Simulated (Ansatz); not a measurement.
Molecular dynamics of Ba2Sr2La2Cu5O13, charge -1

input.yaml

```yaml
accuracy: low
crystal:
  lattice:
    - [0.0, 3.970672, 11.850069]
    - [3.88415, 0.0, 11.850069]
    - [3.88415, 3.970672, 0.0]
  atoms:
    - { symbol: Ba, position: [0.60392947, 0.10219573, 0.40407163] }
    - { symbol: Ba, position: [0.04804621, 0.62553507, 0.92451518] }
    - { symbol: Sr, position: [0.88360178, 0.41859048, 0.08097706] }
    - { symbol: Sr, position: [0.40876098, 0.89065913, 0.62510176] }
    - { symbol: La, position: [0.273621, 0.73356368, 0.75504689] }
    - { symbol: La, position: [0.77053648, 0.24035217, 0.25805517] }
    - { symbol: Cu, position: [0.1827677, 0.66604235, 0.32073715] }
    - { symbol: Cu, position: [0.66564553, 0.18269342, 0.81649733] }
    - { symbol: Cu, position: [0.33541598, 0.83685499, 0.17794048] }
    - { symbol: Cu, position: [0.83544121, 0.32757472, 0.67009474] }
    - { symbol: Cu, position: [0.97793804, 0.51378084, 0.46989828] }
    - { symbol: O, position: [0.01001653, 0.63789178, 0.3971856] }
    - { symbol: O, position: [0.55301466, 0.13844285, 0.85417689] }
    - { symbol: O, position: [0.38478151, 0.95789209, 0.03539717] }
    - { symbol: O, position: [1.03783006, 0.32405054, 0.63469928] }
    - { symbol: O, position: [0.45808767, 0.4176686, 0.05839835] }
    - { symbol: O, position: [0.95598103, 0.91564049, 0.56268832] }
    - { symbol: O, position: [0.9524283, 0.90002517, 0.09170836] }
    - { symbol: O, position: [0.4364534, 0.46109868, 0.51073312] }
    - { symbol: O, position: [0.56550968, 0.5702369, 0.94117635] }
    - { symbol: O, position: [0.08598745, 0.07116629, 0.39429968] }
    - { symbol: O, position: [0.07254776, 0.07134993, 0.88152018] }
    - { symbol: O, position: [0.5867378, 0.56220566, 0.44975862] }
    - { symbol: O, position: [0.81752218, 0.65970861, 0.19051929] }
total_charge: -1
basis:
  ecutwfc: 420.0
kpoints:
  mp_grid: { grid: [2, 2, 2] }
hamiltonian:
  xc: lda
scf:
  occupations: { method: fermi_dirac, width: 0.05 }
  lower_state_search: "off"
md:
  timestep: 1
  n_steps: 110
  ensemble: nve
  temperature: 650.0
  initial_velocities: maxwell_boltzmann
  seed: 752952
```

Run as:

```bash
$ ansatz run input.yaml --threads 2 --pin off --max-ram 5120MiB --backend cpu --events-out ev --progress --plain --runs-dir out
```

It goes on from the last frame of an earlier run, with new velocities.

Output, in part (one step line in 2):

```
md step     0: t =     0.00 fs  T =   650.0 K  F+E_penalty+E_count = -70598.44997794 eV  E_kin = 1.932437 eV  conserved = -70596.51754096 eV  (20 SCF iters)
md step     2: t =     2.00 fs  T =   627.7 K  F+E_penalty+E_count = -70598.38369848 eV  E_kin = 1.866239 eV  conserved = -70596.51745950 eV  (15 SCF iters)
md step     4: t =     4.00 fs  T =   607.6 K  F+E_penalty+E_count = -70598.32377778 eV  E_kin = 1.806355 eV  conserved = -70596.51742255 eV  (14 SCF iters)
md step     6: t =     6.00 fs  T =   590.5 K  F+E_penalty+E_count = -70598.27310382 eV  E_kin = 1.755685 eV  conserved = -70596.51741930 eV  (3 SCF iters)
md step     8: t =     8.00 fs  T =   576.9 K  F+E_penalty+E_count = -70598.23241372 eV  E_kin = 1.714982 eV  conserved = -70596.51743207 eV  (4 SCF iters)
md step    10: t =    10.00 fs  T =   566.4 K  F+E_penalty+E_count = -70598.20135041 eV  E_kin = 1.683906 eV  conserved = -70596.51744399 eV  (14 SCF iters)
md step    12: t =    12.00 fs  T =   559.0 K  F+E_penalty+E_count = -70598.17948928 eV  E_kin = 1.662042 eV  conserved = -70596.51744723 eV  (5 SCF iters)
md step    14: t =    14.00 fs  T =   554.8 K  F+E_penalty+E_count = -70598.16677240 eV  E_kin = 1.649325 eV  conserved = -70596.51744773 eV  (5 SCF iters)
md step    16: t =    16.00 fs  T =   553.6 K  F+E_penalty+E_count = -70598.16320087 eV  E_kin = 1.645740 eV  conserved = -70596.51746047 eV  (4 SCF iters)
md step    18: t =    18.00 fs  T =   555.2 K  F+E_penalty+E_count = -70598.16805942 eV  E_kin = 1.650560 eV  conserved = -70596.51749926 eV  (4 SCF iters)
md step    20: t =    20.00 fs  T =   558.9 K  F+E_penalty+E_count = -70598.17915967 eV  E_kin = 1.661592 eV  conserved = -70596.51756783 eV  (14 SCF iters)
md step    22: t =    22.00 fs  T =   563.4 K  F+E_penalty+E_count = -70598.19256507 eV  E_kin = 1.674904 eV  conserved = -70596.51766135 eV  (4 SCF iters)
md step    24: t =    24.00 fs  T =   566.9 K  F+E_penalty+E_count = -70598.20307764 eV  E_kin = 1.685320 eV  conserved = -70596.51775746 eV  (4 SCF iters)
md step    26: t =    26.00 fs  T =   567.7 K  F+E_penalty+E_count = -70598.20555939 eV  E_kin = 1.687740 eV  conserved = -70596.51781958 eV  (5 SCF iters)
md step    28: t =    28.00 fs  T =   564.8 K  F+E_penalty+E_count = -70598.19691824 eV  E_kin = 1.679101 eV  conserved = -70596.51781757 eV  (4 SCF iters)
md step    30: t =    30.00 fs  T =   558.5 K  F+E_penalty+E_count = -70598.17817523 eV  E_kin = 1.660446 eV  conserved = -70596.51772883 eV  (15 SCF iters)
md step    32: t =    32.00 fs  T =   550.9 K  F+E_penalty+E_count = -70598.15546913 eV  E_kin = 1.637900 eV  conserved = -70596.51756958 eV  (4 SCF iters)
md step    34: t =    34.00 fs  T =   545.4 K  F+E_penalty+E_count = -70598.13875422 eV  E_kin = 1.621346 eV  conserved = -70596.51740838 eV  (4 SCF iters)
md step    36: t =    36.00 fs  T =   545.1 K  F+E_penalty+E_count = -70598.13803339 eV  E_kin = 1.620717 eV  conserved = -70596.51731677 eV  (5 SCF iters)
md step    38: t =    38.00 fs  T =   552.1 K  F+E_penalty+E_count = -70598.15885393 eV  E_kin = 1.641512 eV  conserved = -70596.51734169 eV  (3 SCF iters)
md step    40: t =    40.00 fs  T =   565.8 K  F+E_penalty+E_count = -70598.19972168 eV  E_kin = 1.682253 eV  conserved = -70596.51746885 eV  (14 SCF iters)
md step    42: t =    42.00 fs  T =   583.7 K  F+E_penalty+E_count = -70598.25282379 eV  E_kin = 1.735181 eV  conserved = -70596.51764304 eV  (6 SCF iters)
md step    44: t =    44.00 fs  T =   601.9 K  F+E_penalty+E_count = -70598.30716536 eV  E_kin = 1.789357 eV  conserved = -70596.51780848 eV  (4 SCF iters)
md step    46: t =    46.00 fs  T =   617.0 K  F+E_penalty+E_count = -70598.35211159 eV  E_kin = 1.834189 eV  conserved = -70596.51792286 eV  (5 SCF iters)
md step    48: t =    48.00 fs  T =   626.3 K  F+E_penalty+E_count = -70598.37989968 eV  E_kin = 1.861928 eV  conserved = -70596.51797198 eV  (5 SCF iters)
md step    50: t =    50.00 fs  T =   628.6 K  F+E_penalty+E_count = -70598.38677282 eV  E_kin = 1.868813 eV  conserved = -70596.51795968 eV  (14 SCF iters)
md step    52: t =    52.00 fs  T =   624.0 K  F+E_penalty+E_count = -70598.37294463 eV  E_kin = 1.855046 eV  conserved = -70596.51789862 eV  (5 SCF iters)
md step    54: t =    54.00 fs  T =   613.5 K  F+E_penalty+E_count = -70598.34166352 eV  E_kin = 1.823850 eV  conserved = -70596.51781388 eV  (5 SCF iters)
md step    56: t =    56.00 fs  T =   598.7 K  F+E_penalty+E_count = -70598.29775421 eV  E_kin = 1.780025 eV  conserved = -70596.51772883 eV  (5 SCF iters)
md step    58: t =    58.00 fs  T =   581.4 K  F+E_penalty+E_count = -70598.24626045 eV  E_kin = 1.728608 eV  conserved = -70596.51765244 eV  (4 SCF iters)
md step    60: t =    60.00 fs  T =   563.1 K  F+E_penalty+E_count = -70598.19160811 eV  E_kin = 1.674013 eV  conserved = -70596.51759469 eV  (13 SCF iters)
md step    62: t =    62.00 fs  T =   544.8 K  F+E_penalty+E_count = -70598.13719830 eV  E_kin = 1.619641 eV  conserved = -70596.51755734 eV  (4 SCF iters)
md step    64: t =    64.00 fs  T =   527.3 K  F+E_penalty+E_count = -70598.08523564 eV  E_kin = 1.567698 eV  conserved = -70596.51753773 eV  (5 SCF iters)
md step    66: t =    66.00 fs  T =   511.0 K  F+E_penalty+E_count = -70598.03682735 eV  E_kin = 1.519300 eV  conserved = -70596.51752698 eV  (3 SCF iters)
md step    68: t =    68.00 fs  T =   496.1 K  F+E_penalty+E_count = -70597.99248350 eV  E_kin = 1.474971 eV  conserved = -70596.51751234 eV  (4 SCF iters)
md step    70: t =    70.00 fs  T =   482.8 K  F+E_penalty+E_count = -70597.95292884 eV  E_kin = 1.435448 eV  conserved = -70596.51748077 eV  (11 SCF iters)
md step    72: t =    72.00 fs  T =   471.7 K  F+E_penalty+E_count = -70597.91986179 eV  E_kin = 1.402436 eV  conserved = -70596.51742609 eV  (5 SCF iters)
md step    74: t =    74.00 fs  T =   463.8 K  F+E_penalty+E_count = -70597.89627216 eV  E_kin = 1.378917 eV  conserved = -70596.51735511 eV  (4 SCF iters)
md step    76: t =    76.00 fs  T =   460.4 K  F+E_penalty+E_count = -70597.88610764 eV  E_kin = 1.368824 eV  conserved = -70596.51728327 eV  (3 SCF iters)
md step    78: t =    78.00 fs  T =   462.9 K  F+E_penalty+E_count = -70597.89333029 eV  E_kin = 1.376097 eV  conserved = -70596.51723336 eV  (4 SCF iters)
md step    80: t =    80.00 fs  T =   472.1 K  F+E_penalty+E_count = -70597.92063651 eV  E_kin = 1.403412 eV  conserved = -70596.51722427 eV  (11 SCF iters)
md step    82: t =    82.00 fs  T =   488.1 K  F+E_penalty+E_count = -70597.96829591 eV  E_kin = 1.451030 eV  conserved = -70596.51726618 eV  (5 SCF iters)
md step    84: t =    84.00 fs  T =   510.0 K  F+E_penalty+E_count = -70598.03362828 eV  E_kin = 1.516277 eV  conserved = -70596.51735107 eV  (3 SCF iters)
md step    86: t =    86.00 fs  T =   536.2 K  F+E_penalty+E_count = -70598.11143252 eV  E_kin = 1.593974 eV  conserved = -70596.51745807 eV  (4 SCF iters)
md step    88: t =    88.00 fs  T =   564.3 K  F+E_penalty+E_count = -70598.19528161 eV  E_kin = 1.677724 eV  conserved = -70596.51755786 eV  (4 SCF iters)
md step    90: t =    90.00 fs  T =   592.5 K  F+E_penalty+E_count = -70598.27915972 eV  E_kin = 1.761529 eV  conserved = -70596.51763086 eV  (12 SCF iters)
md step    92: t =    92.00 fs  T =   619.3 K  F+E_penalty+E_count = -70598.35869648 eV  E_kin = 1.841021 eV  conserved = -70596.51767585 eV  (4 SCF iters)
md step    94: t =    94.00 fs  T =   643.7 K  F+E_penalty+E_count = -70598.43139043 eV  E_kin = 1.913685 eV  conserved = -70596.51770562 eV  (5 SCF iters)
md step    96: t =    96.00 fs  T =   665.3 K  F+E_penalty+E_count = -70598.49570876 eV  E_kin = 1.977962 eV  conserved = -70596.51774681 eV  (4 SCF iters)
md step    98: t =    98.00 fs  T =   683.4 K  F+E_penalty+E_count = -70598.54964275 eV  E_kin = 2.031826 eV  conserved = -70596.51781656 eV  (5 SCF iters)
md step   100: t =   100.00 fs  T =   696.9 K  F+E_penalty+E_count = -70598.58982505 eV  E_kin = 2.071922 eV  conserved = -70596.51790302 eV  (13 SCF iters)
md step   102: t =   102.00 fs  T =   704.4 K  F+E_penalty+E_count = -70598.61205238 eV  E_kin = 2.094072 eV  conserved = -70596.51797991 eV  (4 SCF iters)
md step   104: t =   104.00 fs  T =   704.6 K  F+E_penalty+E_count = -70598.61287049 eV  E_kin = 2.094850 eV  conserved = -70596.51802065 eV  (5 SCF iters)
md step   106: t =   106.00 fs  T =   697.3 K  F+E_penalty+E_count = -70598.59112924 eV  E_kin = 2.073117 eV  conserved = -70596.51801205 eV  (4 SCF iters)
md step   108: t =   108.00 fs  T =   683.1 K  F+E_penalty+E_count = -70598.54873178 eV  E_kin = 2.030774 eV  conserved = -70596.51795735 eV  (4 SCF iters)
md step   110: t =   110.00 fs  T =   663.5 K  F+E_penalty+E_count = -70598.49034161 eV  E_kin = 1.972468 eV  conserved = -70596.51787327 eV  (15 SCF iters)
```

All steps were run. The conserved energy stayed within 0.02 meV per atom of its start (net change -0.014 meV per atom), so the integration is sound. A run of 0.11 ps of so small a system gives no equilibrium averages. Limits of this set-up: coarse k mesh, low accuracy level, charged cell in a uniform background, uncorrected.

Mean squared displacements from the first frame to the last, about the centre of mass: Ba 0.02 Å², Sr 0.05 Å², La 0.02 Å², Cu 0.06 Å², O 0.17 Å².

Last frame:

```xyz
24
Lattice="0.0000 3.9707 11.8501 3.8841 0.0000 11.8501 3.8841 3.9707 0.0000" Properties=species:S:1:pos:R:3
Ba 1.888 3.948 8.328
Ba 5.947 3.771 8.079
Sr 2.055 3.930 15.598
Sr 5.858 3.924 15.544
La 5.870 4.011 11.807
La 1.849 4.035 11.992
Cu 3.907 2.034 10.496
Cu 3.939 6.009 9.889
Cu 3.894 2.104 13.838
Cu 3.894 6.082 13.665
Cu 3.812 5.811 17.664
O 3.727 2.280 7.523
O 3.865 5.882 7.928
O 3.613 1.865 15.710
O 3.631 6.124 15.968
O 2.021 1.953 10.345
O 5.888 5.961 22.303
O 3.962 3.957 22.203
O 3.926 3.822 10.273
O 5.894 6.156 13.378
O 1.916 2.297 1.621
O 3.870 3.863 1.738
O 3.675 4.180 13.458
O 3.749 4.165 17.199
```

Run time: 9.7 min on 2 threads of Intel(R) Xeon(R) 6975P-C (Granite Rapids), with other jobs on the host, peak memory 1.3 GiB.
